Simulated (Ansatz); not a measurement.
# C₄H₃BrO: one species, many methods

The task here is to estimate one member of a computed series from the others.

Method: functionals in def2-TZVPP, the program's frozen cores in correlated methods; program: Ansatz 0.2.0, Gaussian basis.

Plan: LDA (SPW92), PBE-D4, revPBE-D4, BLYP-D4, r2SCAN-D4, B97M-V, PBE0-D4, B3LYP-D4, r2SCANh-D4, r2SCAN0-D4, HSE06-D4, BHLYP-D4, CAM-B3LYP-D4, LC-ωPBE, ωB97X-V, ωB97M-V, B2PLYP, PBE-QIDH; CCSD(T)/def2-SVP; CCSD(T)/def2-TZVPP; MP2/def2-QZVPP; extrapolation to the limit; RPA on PBE.

## Structure used throughout

All runs share one geometry, relaxed beforehand with PBE0-D4 in a triple-zeta def2 set.

SMILES `Brc1ccco1`, 9 atoms, charge 0, spin multiplicity 1.

Atoms are counted from 1 here; the program's logs count them from 0.

Bond lengths: Br1–C2 1.850 Å, C2–C3 1.353 Å, C2–O6 1.344 Å, C3–C4 1.427 Å, C3–H7 1.077 Å, C4–C5 1.352 Å, C4–H8 1.078 Å, C5–O6 1.357 Å, C5–H9 1.077 Å. Angles: Br1–C2–C3 131.6°, Br1–C2–O6 116.8°, C3–C2–O6 111.5°, C2–C3–C4 105.2°, C2–C3–H7 126.5°, C4–C3–H7 128.3°, C3–C4–C5 106.4°, C3–C4–H8 127.2°, C5–C4–H8 126.4°, C4–C5–O6 110.4°, C4–C5–H9 133.9°, O6–C5–H9 115.7°, C2–O6–C5 106.4°.

The first run:

in.yaml reads:

```yaml
crystal:
  periodic: [false, false, false]
  atoms:
    - {symbol: Br, position_ang: [0.703251, 1.067001, -2.694752]}
    - {symbol: C, position_ang: [0.258946, 0.419194, -1.020039]}
    - {symbol: C, position_ang: [0.657162, -0.686524, -0.348646]}
    - {symbol: C, position_ang: [-0.035432, -0.637496, 0.897971]}
    - {symbol: C, position_ang: [-0.787078, 0.486046, 0.872891]}
    - {symbol: O, position_ang: [-0.614890, 1.144995, -0.300945]}
    - {symbol: H, position_ang: [1.350292, -1.432880, -0.698445]}
    - {symbol: H, position_ang: [0.023799, -1.350660, 1.704408]}
    - {symbol: H, position_ang: [-1.467549, 0.944025, 1.570457]}
basis:
  gaussian: {orbitals: def2-TZVPP}
hamiltonian: {xc: lda}
output: {orbitals: {seedname: orbitals}}
```

Launch:

```bash
ansatz run in.yaml --threads 4 --pin off --events-out ev --progress --plain --max-ram 10444MiB
```

Among the steps run: LDA; PBE-D4 (GGA); revPBE-D4 (GGA); BLYP-D4 (GGA); r2SCAN-D4 (meta-GGA); B97M-V (meta-GGA); B3LYP-D4 (hybrid); r2SCANh-D4 (hybrid); r2SCAN0-D4 (hybrid); HSE06-D4 (hybrid); BHLYP-D4 (hybrid); CAM-B3LYP-D4 (range-separated); LC-ωPBE (range-separated); ωB97X-V (range-separated); ωB97M-V (range-separated); B2PLYP (double hybrid); PBE-QIDH (double hybrid).

One table of the session follows, with a row left open; its other results are not shown here.

It belongs to the step «Orbital energies across the functionals». 

| functional | HOMO (eV) | gap (eV) |
| --- | --- | --- |
| LDA (SPW92) | -5.79 | 4.56 |
| PBE-D4 | -5.58 | 4.59 |
| revPBE-D4 | -5.51 | 4.60 |
| BLYP-D4 | -5.41 | 4.55 |
| r2SCAN-D4 | -5.75 | 4.92 |
| B97M-V | -5.74 | 4.98 |
| PBE0-D4 | -6.61 | 6.56 |
| B3LYP-D4 | -6.41 | 6.12 |
| r2SCANh-D4 | -6.14 | 5.66 |
| r2SCAN0-D4 | -6.73 | 6.76 |
| HSE06-D4 | ? | ? |
| BHLYP-D4 | -7.48 | 8.46 |
| CAM-B3LYP-D4 | -7.87 | 8.93 |
| LC-ωPBE | -9.19 | 11.38 |
| ωB97X-V | -8.82 | 10.96 |
| ωB97M-V | -8.72 | 10.79 |

**Question.** Estimate the row for HSE06-D4.

As computed: HOMO (eV): -6.22; gap (eV): 5.78. In the column «HOMO (eV)» it lies between B3LYP-D4 (-6.41) and r2SCANh-D4 (-6.14).
